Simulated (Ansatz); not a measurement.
# H2 + SnH3O radical: a complex and its separated parts

The complex below is one end of an elementary step. How strongly is it bound against its free parts?

The runs use Ansatz 0.2.0, Gaussian basis; PBE0-D4/def2-TZVP structures, single points in def2-TZVPP, no counterpoise correction.

Levels: SPW92, PBE-D4, BLYP-D4, r2SCAN-D4, B97M-V, PBE0-D4, B3LYP-D4, r2SCAN0-D4, BHLYP-D4, CAM-B3LYP-D4, wB97X-V, wB97M-V, B2PLYP, PBE-QIDH, RPA on PBE, Hartree-Fock, MP2, CCSD, CCSD(T).

Correlated methods freeze the cores. Filled d shells of the heavier atoms are correlated. Core potentials replace the inner electrons past krypton, and spin-orbit coupling is left out. Orbitals are unrestricted. B3LYP uses VWN-RPA correlation. B2PLYP carries no dispersion term here.

89 further runs of the same task are left out: 1 that didn't finish, 88 set aside as unsound or not needed.

### Step 1. The starting structure

The complex: 7 atoms, charge 0, spin multiplicity 2.

Atoms are counted from 1 here; the program's logs count them from 0.

Bond lengths: H1–H5 0.749 Å, Sn2–O3 1.978 Å, Sn2–H4 1.734 Å, Sn2–H6 1.722 Å, O3–H7 0.960 Å. Angles: O3–Sn2–H4 106.7°, O3–Sn2–H6 101.8°, H4–Sn2–H6 111.9°, Sn2–O3–H7 113.4°.

Coordinates:

```xyz
7
H5OSn
H    -1.0445    0.6942   -1.8174
Sn    1.1400   -0.3182    1.2224
O    -0.4754    0.6477    0.6135
H     0.6563   -1.9549    1.5293
H    -1.1914    0.6492   -2.5502
H     2.1622   -0.2001   -0.1578
H    -1.2472    0.4821    1.1603
```

Its parts: H2 holds atoms 1, 5; SnH3O radical holds atoms 2, 3, 4, 6, 7. Each part counts its atoms afresh in its own runs.

### Step 2. Relaxing H2 alone

The input, relax-a/in.yaml:

```yaml
crystal:
  periodic: [false, false, false]
  atoms:
    - {symbol: H, position_ang: [-1.044546, 0.694187, -1.817399]}
    - {symbol: H, position_ang: [-1.191387, 0.649244, -2.550214]}
basis:
  gaussian: {orbitals: def2-TZVP}
hamiltonian: {xc: pbe0, dispersion: d4}
relax: {f_tol: 0.005, max_steps: 200}
```

Run with:

```console
$ ansatz run in.yaml --threads 4 --pin off --events-out ev --progress --plain --max-ram 9574MiB
```

After this run come: Relaxing SnH3O radical alone; SPW92/def2-TZVPP; PBE-D4/def2-TZVPP; BLYP-D4/def2-TZVPP; r2SCAN-D4/def2-TZVPP; B97M-V/def2-TZVPP; PBE0-D4/def2-TZVPP; B3LYP-D4/def2-TZVPP; r2SCAN0-D4/def2-TZVPP; BHLYP-D4/def2-TZVPP; CAM-B3LYP-D4/def2-TZVPP; wB97X-V/def2-TZVPP; wB97M-V/def2-TZVPP; B2PLYP/def2-TZVPP; PBE-QIDH/def2-TZVPP; RPA on PBE/def2-TZVPP; CCSD(T)/def2-TZVPP; Vibrations of H2; Vibrations of SnH3O radical.

**Question.** What will these runs give? Wanted: complex less parts, CCSD(T)/def2-TZVPP; with zero-point energy; largest T1 diagnostic.

The runs gave:

| quantity | value |
| --- | --- |
| complex less parts, CCSD(T)/def2-TZVPP | -0.042 eV |
| with zero-point energy | +0.013 eV |
| largest T1 diagnostic | 0.017 |

In words: At CCSD(T) the complex lies 0.042 eV below its parts. The functionals run from r2SCAN0-D4, off by +0.002 eV, to SPW92, off by -0.046 eV, against CCSD(T). BLYP-D4 is as near within the digits shown. Mean unsigned error by rung: LDA 0.046, GGA 0.009, meta-GGA 0.005, hybrid 0.007, range-separated hybrid 0.006, double hybrid 0.007 eV. PBE-D4 gives a relative energy 0.015 eV too low, an error of 37 % of the reference. No counterpoise was applied, and triple zeta lacks some correlation, so the CCSD(T) reference has a basis error of its own, and close matches with it are partly luck.
